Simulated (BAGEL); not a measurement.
**GaSiH7O (SMILES [SiH3][OH+][GaH3-]): a chain of runs**

Aim: a single-point energy (HF/def2-SV(P)), then the energy (NEVPT2(2,2)/def2-SV(P)), then a single-point energy (CASPT2(2,2)/def2-SV(P)) of GaSiH7O. 

Program for the calculation: BAGEL 1.2.2.

2 further runs of the same task are left out: 2 set aside as unsound or not needed.

**1. Starting point**

The species is GaSiH7O (10 atoms), meant as a singlet with charge 0. As SMILES, `[SiH3][OH+][GaH3-]`. The Si1–H4 distance was set to 2.004 Å, away from the relaxed value. At this shape a bond of the SMILES string is far longer than usual.

Bond lengths: Si1–O2 1.685 Å, O2–Ga3 2.176 Å, Si1–H5 1.480 Å, Si1–H6 1.475 Å, O2–H7 0.960 Å, Ga3–H8 1.571 Å, Ga3–H9 1.583 Å, Ga3–H10 1.578 Å. Some angles: Si1–O2–Ga3 118.1°, Si1–O2–H7 117.7°, Ga3–O2–H7 112.1°, O2–Si1–H5 110.5°, O2–Si1–H6 105.9°, O2–Ga3–H8 100.1°, O2–Ga3–H9 92.2°, O2–Ga3–H10 95.6°, H5–Si1–H6 112.0°, H8–Ga3–H9 118.9°. A long bond or contact: Si1–H4 2.004 Å.

**2. The energy at HF/def2-SV(P) (density fitting with svp-jkfit) (run 1)**

Contents of calc.json:

```json
{ "bagel": [

{
  "title": "molecule",
  "basis": "def2-sv_p_.json",
  "df_basis": "svp-jkfit",
  "angstrom": true,
  "geometry": [
    { "atom": "Si", "xyz": [      -0.035849,       0.659134,      -1.028298 ] },
    { "atom": "O", "xyz": [      -0.323349,      -0.254666,       0.358502 ] },
    { "atom": "Ga", "xyz": [       1.330951,      -0.571966,       1.736202 ] },
    { "atom": "H", "xyz": [      -1.767100,       0.740000,      -2.035000 ] },
    { "atom": "H", "xyz": [       1.004851,       0.019734,      -1.863898 ] },
    { "atom": "H", "xyz": [       0.379251,       1.992234,      -0.553498 ] },
    { "atom": "H", "xyz": [      -0.875049,      -1.035766,       0.271102 ] },
    { "atom": "H", "xyz": [       0.755451,       0.125634,       3.021302 ] },
    { "atom": "H", "xyz": [       2.334451,       0.232534,       0.813602 ] },
    { "atom": "H", "xyz": [       1.319151,      -2.146566,       1.631902 ] }
  ]
},

{
  "title": "hf"
},

{
  "title": "print",
  "file": "orbitals.molden",
  "orbitals": true
}

]}
```

The basis set def2-SV(P) is read from a file made from the Basis Set Exchange's data (not shown).

The run is started by

```console
BAGEL_NUM_THREADS=1 BAGEL calc.json > calc.out
```

Output:

```text
* using 1 threads per process

  ===============================================================
  ===============================================================

  *** Geometry ***

  { "atom" : "Si", "xyz" : [     -0.067745,      1.245583,     -1.943202 ] },
  { "atom" : "O", "xyz" : [     -0.611041,     -0.481249,      0.677471 ] },
  { "atom" : "Ga", "xyz" : [      2.515133,     -1.080859,      3.280946 ] },
  { "atom" : "H", "xyz" : [     -3.339335,      1.398397,     -3.845593 ] },
  { "atom" : "H", "xyz" : [      1.898893,      0.037292,     -3.522257 ] },
  { "atom" : "H", "xyz" : [      0.716681,      3.764777,     -1.045960 ] },
  { "atom" : "H", "xyz" : [     -1.653603,     -1.957314,      0.512309 ] },
  { "atom" : "H", "xyz" : [      1.427595,      0.237414,      5.709433 ] },
  { "atom" : "H", "xyz" : [      4.411473,      0.439426,      1.537485 ] },
  { "atom" : "H", "xyz" : [      2.492834,     -4.056422,      3.083848 ] },

  Number of auxiliary basis functions:      597

  Since a DF basis is specified, we compute 2- and 3-index integrals:
    o Being stored without compression. Storage requirement is 0.029 GB

  Number of basis functions:       78
  Number of electrons      :       60

    * METHOD: MOLECULE                             0.39

  *** RHF ***

  === Nuclear Repulsion ===
   254.1892618579

      * DIIS with orbital gradients will be used.

  === RHF iteration (def2-sv_p_.json) ===
      0      -2290.52441149          0.01613545           0.14
      1      -2290.61526279          0.01063600           0.13
      2      -2290.66034887          0.00125679           0.13
      3      -2290.66158028          0.00014174           0.13
      4      -2290.66159590          0.00003458           0.13
      5      -2290.66159697          0.00000730           0.13
      6      -2290.66159702          0.00000218           0.13
      7      -2290.66159703          0.00000098           0.13
      8      -2290.66159703          0.00000020           0.13
      9      -2290.66159703          0.00000004           0.13
     10      -2290.66159703          0.00000002           0.13
     11      -2290.66159703          0.00000001           0.13
    * SCF iteration converged.

    * Permanent dipole moment:
           (    0.635230,     0.061811,     0.924167) a.u.

    * METHOD: HF                                   1.92

    * METHOD: PRINT                                0.02

  ===============================================================
```

Run time: 2.5 s. Hardware: 1 thread of Arm Neoverse V1, shared host; peak memory 0.14 GiB.

**3. The energy at NEVPT2(2,2)/def2-SV(P) (density fitting with svp-jkfit) (run 2)**

Contents of calc.json:

```json
{ "bagel" : [

{
  "title" : "molecule",
  "basis" : "def2-sv_p_.json",
  "df_basis" : "svp-jkfit",
  "angstrom" : true,
  "geometry" : [
    { "atom" : "Si", "xyz" : [      -0.035849,       0.659134,      -1.028298 ] },
    { "atom" : "O", "xyz" : [      -0.323349,      -0.254666,       0.358502 ] },
    { "atom" : "Ga", "xyz" : [       1.330951,      -0.571966,       1.736202 ] },
    { "atom" : "H", "xyz" : [      -1.767100,       0.740000,      -2.035000 ] },
    { "atom" : "H", "xyz" : [       1.004851,       0.019734,      -1.863898 ] },
    { "atom" : "H", "xyz" : [       0.379251,       1.992234,      -0.553498 ] },
    { "atom" : "H", "xyz" : [      -0.875049,      -1.035766,       0.271102 ] },
    { "atom" : "H", "xyz" : [       0.755451,       0.125634,       3.021302 ] },
    { "atom" : "H", "xyz" : [       2.334451,       0.232534,       0.813602 ] },
    { "atom" : "H", "xyz" : [       1.319151,      -2.146566,       1.631902 ] }
  ]
},

{
  "title" : "hf"
},

{
  "title" : "nevpt2",
  "nstate" : 1,
  "nact" : 2,
  "nclosed" : 29,
  "nspin" : 0,
  "active" : [28, 32],
  "maxiter" : 200,
  "natocc" : true,
  "ncore" : 15
},

{
  "title" : "print",
  "file" : "orbitals.molden",
  "orbitals" : true
}

]}
```

The basis set def2-SV(P) is read from a file made from the Basis Set Exchange's data (not shown).

The run is started by

```console
BAGEL_NUM_THREADS=1 BAGEL calc.json > calc.out
```

Output:

```text
* using 1 threads per process

  ===============================================================
  ===============================================================

  *** Geometry ***

  { "atom" : "Si", "xyz" : [     -0.067745,      1.245583,     -1.943202 ] },
  { "atom" : "O", "xyz" : [     -0.611041,     -0.481249,      0.677471 ] },
  { "atom" : "Ga", "xyz" : [      2.515133,     -1.080859,      3.280946 ] },
[... 6 lines of this table left out ...]
  { "atom" : "H", "xyz" : [      2.492834,     -4.056422,      3.083848 ] },

  Number of auxiliary basis functions:      597

  Since a DF basis is specified, we compute 2- and 3-index integrals:
    o Being stored without compression. Storage requirement is 0.029 GB

[... 18 lines left out ...]
    * SCF iteration converged.
[... 1 line left out ...]
    * Permanent dipole moment:
[... 28 lines left out ...]
    * Second-order optimization converged. *

     guess   0:   closed 1.                   open ..

  === FCI iteration ===

      0  0     -2290.66079054     7.11e-02      0.00
      1  0     -2290.68716214     1.04e-03      0.00
      2  0 *   -2290.68717038     7.83e-16      0.00

     * ci vector, state   0, <S^2> = 0.0000
       2.     0.9832083345
       .2    -0.1824866323

  === DF-NEVPT2 calculation ===

    * 3-index integral transformation done
    * assembly done

      NEVPT2 correlation energy:   -0.4605272757      0.15

          (+0)     -0.4378963219
          (+0)'    -0.0034038111
          (+1)     -0.0065841672
          (+1)'    -0.0000000000
          (+2)     -0.0001996045
          (-1)     -0.0102201921
          (-1)'     0.0000000000
          (-2)     -0.0022231789

      NEVPT2 total energy:       -2291.1476976564

    * METHOD: NEVPT2                               6.78

    * METHOD: PRINT                                0.02

  ===============================================================
```

It took 9.3 s on 1 thread of Arm Neoverse V1, shared host; peak memory 0.14 GiB.

**4. A single-point energy at CASPT2(2,2)/def2-SV(P) (density fitting with svp-jkfit) (run 3)**

Contents of caspt2.json:

```json
{ "bagel": [

{
  "title": "molecule",
  "basis": "def2-sv_p_.json",
  "df_basis": "svp-jkfit",
  "angstrom": "true",
  "geometry": [
    { "atom": "Si", "xyz": [      -0.035849,       0.659134,      -1.028298 ] },
    { "atom": "O", "xyz": [      -0.323349,      -0.254666,       0.358502 ] },
    { "atom": "Ga", "xyz": [       1.330951,      -0.571966,       1.736202 ] },
    { "atom": "H", "xyz": [      -1.767100,       0.740000,      -2.035000 ] },
    { "atom": "H", "xyz": [       1.004851,       0.019734,      -1.863898 ] },
    { "atom": "H", "xyz": [       0.379251,       1.992234,      -0.553498 ] },
    { "atom": "H", "xyz": [      -0.875049,      -1.035766,       0.271102 ] },
    { "atom": "H", "xyz": [       0.755451,       0.125634,       3.021302 ] },
    { "atom": "H", "xyz": [       2.334451,       0.232534,       0.813602 ] },
    { "atom": "H", "xyz": [       1.319151,      -2.146566,       1.631902 ] }
  ]
},

{
  "title": "hf"
},

{
  "title": "casscf",
  "nstate": 1,
  "nact": 2,
  "nclosed": 29,
  "active": [28, 32],
  "maxiter": 200,
  "natocc": "true"
},

{
  "title": "print",
  "file": "orbitals.molden",
  "orbitals": "true"
},

{
  "title": "smith",
  "method": "caspt2",
  "ms": "true",
  "xms": "true",
  "sssr": "true",
  "shift": 0.2,
  "shift_imag": "true",
  "ncore": 15
}

]}
```

The basis set def2-SV(P) is read from a file made from the Basis Set Exchange's data (not shown).

The run is started by

```console
BAGEL_NUM_THREADS=1 BAGEL caspt2.json > caspt2.out
```

Output:

```text
* using 1 threads per process

  ===============================================================
  ===============================================================

  *** Geometry ***

  { "atom" : "Si", "xyz" : [     -0.067745,      1.245583,     -1.943202 ] },
  { "atom" : "O", "xyz" : [     -0.611041,     -0.481249,      0.677471 ] },
  { "atom" : "Ga", "xyz" : [      2.515133,     -1.080859,      3.280946 ] },
[... 6 lines of this table left out ...]
  { "atom" : "H", "xyz" : [      2.492834,     -4.056422,      3.083848 ] },

  Number of auxiliary basis functions:      597

  Since a DF basis is specified, we compute 2- and 3-index integrals:
    o Being stored without compression. Storage requirement is 0.029 GB

[... 18 lines left out ...]
    * SCF iteration converged.
[... 1 line left out ...]
    * Permanent dipole moment:
[... 27 lines left out ...]
    * Second-order optimization converged. *
[... 9 lines left out ...]
     * ci vector, state   0, <S^2> = 0.0000
[... 16 lines left out ...]
    * Zeroth order energy : state  0       -0.8347634636
[... 4 lines left out ...]
       #      aibj      arbs      arbi      airj      risj      airs      arst      rist         Etot      error   time
[... 2 lines left out ...]
       0  -0.43670  -0.00286  -0.01048  -0.00717  -0.00030  -0.00303  -0.00000  -0.00000   -0.4605396  0.0007096   0.08
       1  -0.43679  -0.00288  -0.01050  -0.00727  -0.00032  -0.00309   0.00000  -0.00000   -0.4608410  0.0001148   0.07
       2  -0.43679  -0.00288  -0.01050  -0.00727  -0.00032  -0.00308  -0.00000  -0.00000   -0.4608480  0.0000223   0.07
       3  -0.43679  -0.00288  -0.01050  -0.00727  -0.00032  -0.00308   0.00000  -0.00000   -0.4608482  0.0000043   0.07
       4  -0.43679  -0.00288  -0.01050  -0.00727  -0.00032  -0.00308   0.00000  -0.00000   -0.4608482  0.0000006   0.07

      ------------------------------------------------------------------------------------------------------------------

    * CASPT2 energy : state  0    -2291.1500615332
        w/o shift correction      -2291.1480185866
        reference weight              0.8813477528

    * METHOD: SMITH                                0.69

  ===============================================================
```

It took 9.9 s on 1 thread of Arm Neoverse V1, shared host; peak memory 0.17 GiB.

**5. Results**

| quantity | value |
| --- | --- |
| run 1, HF/def2-SV(P): total energy | -2290.66160 Eh |
| run 1, HF/def2-SV(P): dipole moment | 2.85 D |
| run 1, HF/def2-SV(P): HOMO energy | -10.93 eV |
| run 1, HF/def2-SV(P): LUMO energy | 2.44 eV |
| run 1, HF/def2-SV(P): HOMO–LUMO gap | 13.37 eV |
| run 2, NEVPT2(2,2)/def2-SV(P): total energy | -2291.14770 Eh |
| run 3, CASPT2(2,2)/def2-SV(P): total energy | -2291.15006 Eh |
